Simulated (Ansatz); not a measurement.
# GaH4PS: one species, many methods

The task here is to estimate one member of a computed series from the others.

The runs use Ansatz 0.2.0, Gaussian basis; functionals in def2-TZVPP, the program's frozen cores in correlated methods.

Levels to be run: LDA (SPW92), PBE-D4, revPBE-D4, BLYP-D4, r2SCAN-D4, B97M-V, PBE0-D4, B3LYP-D4, r2SCANh-D4, r2SCAN0-D4, HSE06-D4, BHLYP-D4, CAM-B3LYP-D4, LC-ωPBE, ωB97X-V, ωB97M-V, B2PLYP, PBE-QIDH; CCSD(T)/def2-SVP; CCSD(T)/def2-TZVPP; MP2/def2-QZVPP; extrapolation to the limit; RPA on PBE.

## Structure used throughout

All runs share one geometry, relaxed beforehand with PBE0-D4 in a triple-zeta def2 set.

7 atoms, charge 0, spin multiplicity 1.

Atoms are counted from 1 here; the program's logs count them from 0.

Bond lengths: S1–P2 2.199 Å, S1–H4 1.344 Å, P2–Ga3 2.348 Å, P2–H5 1.421 Å, Ga3–H6 1.561 Å, Ga3–H7 1.559 Å. Angles: P2–S1–H4 95.4°, S1–P2–Ga3 67.4°, S1–P2–H5 90.3°, Ga3–P2–H5 95.4°, P2–Ga3–H6 113.8°, P2–Ga3–H7 118.6°, H6–Ga3–H7 127.6°.

Set-up of the first run:

The input, in.yaml:

```yaml
crystal:
  periodic: [false, false, false]
  atoms:
    - {symbol: S, position_ang: [-1.069688, -1.066697, -0.257031]}
    - {symbol: P, position_ang: [-0.641898, 0.950612, -1.021229]}
    - {symbol: Ga, position_ang: [0.912782, 0.247551, 0.591253]}
    - {symbol: H, position_ang: [-1.978348, -0.667737, 0.648824]}
    - {symbol: H, position_ang: [0.052719, 0.392240, -2.127700]}
    - {symbol: H, position_ang: [0.549957, 0.681873, 2.046400]}
    - {symbol: H, position_ang: [2.174476, -0.537852, 0.119483]}
basis:
  gaussian: {orbitals: def2-TZVPP}
hamiltonian: {xc: lda}
output: {orbitals: {seedname: orbitals}}
```

Started as:

```sh
ansatz run in.yaml --threads 2 --pin off --events-out ev --progress --plain --max-ram 4352MiB
```

Steps of the session up to this table: LDA; PBE-D4 (GGA); revPBE-D4 (GGA); BLYP-D4 (GGA); r2SCAN-D4 (meta-GGA); B97M-V (meta-GGA); B3LYP-D4 (hybrid); r2SCANh-D4 (hybrid); r2SCAN0-D4 (hybrid); HSE06-D4 (hybrid); BHLYP-D4 (hybrid); CAM-B3LYP-D4 (range-separated); LC-ωPBE (range-separated); ωB97X-V (range-separated); ωB97M-V (range-separated); B2PLYP (double hybrid); PBE-QIDH (double hybrid).

One of the session's tables, all rows but one given; the rest of the session is left out.

It belongs to the step «Orbital energies across the functionals». 

| functional | HOMO (eV) | gap (eV) |
| --- | --- | --- |
| LDA (SPW92) | -5.86 | 3.59 |
| PBE-D4 | ? | ? |
| revPBE-D4 | -5.67 | 3.68 |
| BLYP-D4 | -5.55 | 3.61 |
| r2SCAN-D4 | -5.94 | 4.07 |
| B97M-V | -5.99 | 4.16 |
| PBE0-D4 | -6.74 | 5.58 |
| B3LYP-D4 | -6.52 | 5.15 |
| r2SCANh-D4 | -6.32 | 4.77 |
| r2SCAN0-D4 | -6.88 | 5.83 |
| HSE06-D4 | -6.35 | 4.82 |
| BHLYP-D4 | -7.61 | 7.43 |
| CAM-B3LYP-D4 | -7.94 | 7.86 |
| LC-ωPBE | -9.23 | 10.31 |
| ωB97X-V | -8.91 | 9.86 |
| ωB97M-V | -8.73 | 9.50 |

Estimate the missing values for PBE-D4.

**Answer.** HOMO (eV): -5.72; gap (eV): 3.65. In the column «HOMO (eV)» it lies between LDA (SPW92) (-5.86) and revPBE-D4 (-5.67).
